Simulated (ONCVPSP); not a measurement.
# Changing the settings of an ONCV potential for Ga, part 2 of 2

Aim: generate and test one potential in full, then change one design choice at a time and see what happens to hardness, ghosts and transferability.

ONCVPSP 4.0.1; first potential PBEsol, scalar-relativistic. The steps go on from the part before.

## Step 6: Variant: core correction Teter function, fcfact 2.5, rcfact 1.4 …

In full, the change is: core correction Teter function, fcfact 2.5, rcfact 1.4 (was Teter function, fcfact 3.5, rcfact 1.7).

The input, Ga.dat:

```
# ATOM AND REFERENCE CONFIGURATION
# atsym  z   nc   nv     iexc    psfile
  Ga 31.00    5    3  -116133      upf
#
#   n    l    f
    1    0    2.00
    2    0    2.00
    2    1    6.00
    3    0    2.00
    3    1    6.00
    3    2   10.00
    4    0    1.00
    4    1    2.00
#
# PSEUDOPOTENTIAL AND OPTIMIZATION
# lmax
    2
#
#   l,   rc,      ep,       ncon, nbas, qcut
    0    1.75    0.00    4    7    4.10
    1    2.05    0.00    4    7    3.80
    2    0.85    0.00    5    9   22.20
#
# LOCAL POTENTIAL
# lloc, lpopt,  rc(5),   dvloc0
    2    5    0.85    0.00
#
# VANDERBILT-KLEINMAN-BYLANDER PROJECTORs
# l, nproj, debl
    0    2    1.40
    1    2    1.00
    2    0    0.60
#
# MODEL CORE CHARGE
# icmod, fcfact, rcfact
    3    2.50    1.40
#
# LOG DERIVATIVE ANALYSIS
# epsh1, epsh2, depsh
   -2.00    5.00    0.02
#
# OUTPUT GRID
# rlmax, drl
    6.00    0.01
#
# TEST CONFIGURATIONS
# ncnf
    4
# nvcnf
#   n    l    f
    3
    3    2   10.00
    4    0    2.00
    4    1    1.00
#
    3
    3    2   10.00
    4    0    2.00
    4    1    0.00
#
    3
    3    2   10.00
    4    0    1.00
    4    1    0.00
#
    3
    3    2    9.00
    4    0    2.00
    4    1    1.00
#
```

Launch:

```sh
$ oncvpsp.x < Ga.dat > Ga.out
```

What the program wrote to Ga.out (without the consistency checks and plot data):

```text
ONCVPSP  (Optimized Norm-Conservinng Vanderbilt PSeudopotential)
scalar-relativistic version 4.0.1

[... all-electron levels as in step 2 ...]

Begin loop to  construct optimized pseudo wave functions
and semi-local pseudopoentials for all angular momenta

   Wellstate for l =  0  n =  5
     eigenvalue =   1.0304
     asymptotic potential =   1.5304
     half-point radius =  3.2169

Calculating optimized projector #   1

 for l=   0

    Fraction of norm inside rc  0.293946
    Optimizing pswf for qcut=   4.10 a_B^-1,  ecut=   8.39 Ha
    Residual kinetic energy error=  4.80D-04 Ha

    Energy error per electron        Cutoff
         Ha          eV             Ha
         0.01000     0.27211        5.12
         0.00100     0.02721        7.61
         0.00010     0.00272       16.04
         0.00001     0.00027       33.35

Calculating optimized projector #   2

 for l=   0

    Fraction of norm inside rc  0.201324
    Optimizing pswf for qcut=   4.10 a_B^-1,  ecut=   8.39 Ha
    Residual kinetic energy error=  1.38D-03 Ha

    Energy error per electron        Cutoff
         Ha          eV             Ha
         0.01000     0.27211        6.31
         0.00100     0.02721       10.46
         0.00010     0.00272       50.19
         0.00001     0.00027       59.18

   Wellstate for l =  1  n =  5
     eigenvalue =   0.8767
     asymptotic potential =   1.3767
     half-point radius =  4.0162

Calculating optimized projector #   1

 for l=   1

    Fraction of norm inside rc  0.201014
    Optimizing pswf for qcut=   3.79 a_B^-1,  ecut=   7.19 Ha
    Residual kinetic energy error=  2.52D-04 Ha

    Energy error per electron        Cutoff
         Ha          eV             Ha
         0.01000     0.27211        1.47
         0.00100     0.02721        4.98
         0.00010     0.00272       11.51
         0.00001     0.00027       29.92

Calculating optimized projector #   2

 for l=   1

    Fraction of norm inside rc  0.241449
    Optimizing pswf for qcut=   3.79 a_B^-1,  ecut=   7.19 Ha
    Residual kinetic energy error=  1.01D-03 Ha

    Energy error per electron        Cutoff
         Ha          eV             Ha
         0.01000     0.27211        3.07
         0.00100     0.02721        7.29
         0.00010     0.00272       37.51
         0.00001     0.00027       48.54

Calculating optimized projector #   1

 for l=   2

    Fraction of norm inside rc  0.637398
    Optimizing pswf for qcut=  22.21 a_B^-1,  ecut= 246.58 Ha
    Residual kinetic energy error=  3.99D-08 Ha

    Energy error per electron        Cutoff
         Ha          eV             Ha
         0.01000     0.27211      138.37
         0.00100     0.02721      167.98
         0.00010     0.00272      191.72
         0.00001     0.00027      211.21

Construct Vanderbilt / Kleinmman-Bylander projectors

B matrix Hermiticity error, ll=   0
   1   2    8.6956E-05

  Orthonormal projector coefficients  1.6375E+01  1.7551E+00

B matrix Hermiticity error, ll=   1
   1   2    3.9335E-05

  Orthonormal projector coefficients  8.8957E+00  5.8951E-01

Model core correction analysis
  based on d2Exc/dn_idn_j

d2excae - all-electron derivatives

   -3.066848D-02   -6.600514D-03   -2.864342D-03
   -6.599487D-03   -3.471764D-02   -2.587648D-02
   -2.864126D-03   -2.587580D-02   -2.812155D-02

d2excps - pseudofunction derivatives with no core correction

   -5.028514D-02   -7.045986D-03   -2.927929D-03
   -7.044769D-03   -3.560207D-02   -2.619078D-02
   -2.927725D-03   -2.619073D-02   -2.820575D-02

rms 2nd derivative error    6.550703E-03

rmatch, rhocmatch    0.7888   14.9926

Teter function model core charge with specified parameters

d2excps - pseudofunction derivatives with core correction

   -4.069519D-02   -6.789594D-03   -2.843542D-03
   -6.788494D-03   -3.547201D-02   -2.614842D-02
   -2.843340D-03   -2.614819D-02   -2.819169D-02

rms 2nd derivative error    3.355415E-03

Pseudoatom total energy  -77.461199

Diagnostic tests using Vanderbilt-Kleinman-Bylander pseudopotentials
  1 or more projectors used as specified by nproj input data

   l    rcore       rmatch      e in        delta e   norm test  slope test

   0   1.7582998   1.8116856  -0.3696034  -0.0000014   1.0000270   0.9999859
   0   1.7582998   1.8116856   1.0303966   0.0000032   1.0001829   1.0001829

   1   2.0541891   2.1165588  -0.1232755   0.0000005   1.0000168   1.0000105
   1   2.0541891   2.1165588   0.8767245   0.0000028   1.0001152   1.0001152

   2   0.8525842   0.8784705  -0.7734269  -0.0000072   1.0000014   1.0000180

 Testing for bound ghosts
   n   l    E NL Schr. Eq   E Basis Diag.   E Cutoff

       0                      -24.862772     60.27  WARNING - GHOST(-)
   1   0       -0.369605       -0.360850     60.27

       1                       -9.024430     52.19  WARNING - GHOST(-)
   2   1       -0.123275       -0.105670     52.19

 Testing for highly-localized positive-energy ghosts
       l    <radius>/rc     E Basis Diag.   E Cutoff

       0        0.734257        3.483332     60.27  WARNING - GHOST(+)

Test configuration 0

   n   l     f        eae           eps        diff
   1   0  2.0000 -375.69131637
   2   0  2.0000  -46.41694769
   2   1  6.0000  -40.42762918
   3   0  2.0000   -5.50202934
   3   1  6.0000   -3.69775397
   3   2 10.0000   -0.77342685   -0.77343408   -7.22D-06
   4   0  1.0000   -0.36960342   -0.36960483   -1.41D-06
   4   1  2.0000   -0.12327545   -0.12327496    4.93D-07

    Total energies and differences
      AE_ref= -1.94221829D+03  AE_tst= -1.94221829D+03  dif=  0.00D+00
      PS_ref= -7.74611993D+01  PS_tst= -7.74611993D+01  dif=  5.68D-14
      PSP excitation error= -5.68D-14

Test configuration 1

   n   l     f        eae           eps        diff
   1   0  2.0000 -375.61965393
   2   0  2.0000  -46.34864928
   2   1  6.0000  -40.35920948
   3   0  2.0000   -5.43072042
   3   1  6.0000   -3.62649692
   3   2 10.0000   -0.70419174   -0.70539671   -1.20D-03
   4   0  2.0000   -0.32937413   -0.32932018    5.39D-05
   4   1  1.0000   -0.09447944   -0.09445658    2.29D-05

    Total energies and differences
      AE_ref= -1.94221829D+03  AE_tst= -1.94245904D+03  dif= -2.41D-01
      PS_ref= -7.74611993D+01  PS_tst= -7.77019638D+01  dif= -2.41D-01
      PSP excitation error=  1.13D-05

Test configuration 2

   n   l     f        eae           eps        diff
   1   0  2.0000 -375.92733777
   2   0  2.0000  -46.65355864
   2   1  6.0000  -40.66447422
   3   0  2.0000   -5.73608184
   3   1  6.0000   -3.93199529
   3   2 10.0000   -1.00907077   -1.00886114    2.10D-04
   4   0  2.0000   -0.60131681   -0.60138326   -6.65D-05

    Total energies and differences
      AE_ref= -1.94221829D+03  AE_tst= -1.94225032D+03  dif= -3.20D-02
      PS_ref= -7.74611993D+01  PS_tst= -7.74932183D+01  dif= -3.20D-02
      PSP excitation error= -6.67D-06

Test configuration 3

   n   l     f        eae           eps        diff
   1   0  2.0000 -376.37605627
   2   0  2.0000  -47.09223196
   2   1  6.0000  -41.10399110
   3   0  2.0000   -6.17882276
   3   1  6.0000   -4.37474556
   3   2 10.0000   -1.44746884   -1.44310616    4.36D-03
   4   0  1.0000   -0.95668758   -0.95693251   -2.45D-04

    Total energies and differences
      AE_ref= -1.94221829D+03  AE_tst= -1.94147356D+03  dif=  7.45D-01
      PS_ref= -7.74611993D+01  PS_tst= -7.67161763D+01  dif=  7.45D-01
      PSP excitation error= -2.94D-04

Test configuration 4

   n   l     f        eae           eps        diff
   1   0  2.0000 -376.33193440
   2   0  2.0000  -47.09367464
   2   1  6.0000  -41.10126073
   3   0  2.0000   -6.11857165
   3   1  6.0000   -4.30653983
   3   2  9.0000   -1.35728092   -1.38324466   -2.60D-02
   4   0  2.0000   -0.71135253   -0.70828215    3.07D-03
   4   1  1.0000   -0.40894435   -0.40666743    2.28D-03

    Total energies and differences
      AE_ref= -1.94221829D+03  AE_tst= -1.94144070D+03  dif=  7.78D-01
      PS_ref= -7.74611993D+01  PS_tst= -7.66710559D+01  dif=  7.90D-01
      PSP excitation error= -1.25D-02
```

Run time: 2.8 s. Hardware: 1 thread, shared host.

Energies count from the reference configuration 3d10 4s1 4p2; the error is all-electron less pseudo.

```csv
valence configuration,charge,ΔE all-electron (eV),error AE − PS (meV)
3d10 4s2 4p1,0,-6.551,+0.3
3d10 4s2 4p0,+1,-0.871,-0.2
3d10 4s1 4p0,+2,20.265,-8.0
3d9 4s2 4p1,+1,21.161,-340
```

Against the first potential, the loose cutoff stays at 168 Ha, the largest test error goes from -376 to -340 meV and a bound ghost remains (s, p). The cutoff and ghost tests hold the potential at its reference, so a core or compensation setting can't move them.

## Step 7: Results

This closing draws on all 2 parts.

Cutoffs, loose and tight: the cutoffs (Ha) at which the residual kinetic energy of the hardest occupied pseudo-wave falls to 1 and 0.1 mHa per electron; empty and scattering waves don't count. The number of plane waves in a given cell goes as the cutoff to the power 3/2; it is given for the loose cutoff, relative to the first potential. Test errors are all-electron less pseudo; runs with another core, reference, functional or relativity have tests of their own. The phase difference is the largest within 0.5 Ha of zero, over the channels with partial waves. The table holds 10 more runs of the series, not printed above.

```csv
change,outcome,"cutoff, loose","cutoff, tight","plane waves, relative",bound ghosts,largest test error (meV),phase difference near zero (rad)
first potential,generated,168 Ha,192 Ha,1.00,"s, p",-376,0.002
"core correction Teter function, fcfact 2.5, rcfact 1.4 (was Teter function, fcfact 3.5, rcfact 1.7)",generated,168 Ha,192 Ha,1.00,"s, p",-340,0.002
d: qcut 22.2 → 28.4 1/bohr,generated,231 Ha,274 Ha,1.61,"s, p",-370,0.001
"core correction Teter function, fcfact 4.3, rcfact 1.7 (was Teter function, fcfact 3.5, rcfact 1.7)",generated,168 Ha,192 Ha,1.00,"s, p",-381,0.002
"d: ncon 5 → 3, nbas 9 → 7",generated,157 Ha,180 Ha,0.90,"s, p",-378,0.002
s: qcut 4.1 → 3.9 1/bohr; p: qcut 3.8 → 3.6 1/bohr; d: qcut 22.2 → 21.1 1/bohr,generated,162 Ha,183 Ha,0.94,"s, p",-370,0.002
functional PBE,generated,168 Ha,192 Ha,1.00,"s, p",-381,0.002
"core correction Teter function, fcfact 3.5, rcfact 1.56 (was Teter function, fcfact 3.5, rcfact 1.7)",generated,168 Ha,192 Ha,1.00,"s, p",-365,0.002
reference 3d10 4s2 4p1,generated,168 Ha,192 Ha,1.00,"s, p",-32 (2 tests unsolved),0.002
p: rc 2.05 → 1.62 bohr,generated,168 Ha,192 Ha,1.00,"s, p",-376,0.002
fully relativistic,generated,168 Ha,192 Ha,1.00,"s, p3/2, p1/2",-370,0.005
d: qcut 22.2 → 12.4 1/bohr,generated,392 Ha,437 Ha,3.56,"s, p",-389,0.006
```

In words: The softest is the variant "d: ncon 5 → 3, nbas 9 → 7", at 157 Ha, though it has a bound ghost; the highest cutoff read, 392 Ha, costs 4.0 times the plane waves. 12 of the 12 potentials written have a bound ghost.

The first potential by itself. A bound ghost (s, p) makes it unfit for use: electrons can fall into a state that the atom doesn't have. The worst unpolarised test, 3d9 4s2 4p1, is off by 376 meV on 21.2 eV; by total energies transferability rates as poor. The potential is very hard: the looser tolerance needs 168 Ha. At the looser tolerance the 3d wave is the slowest; 4s needs 8 Ha.
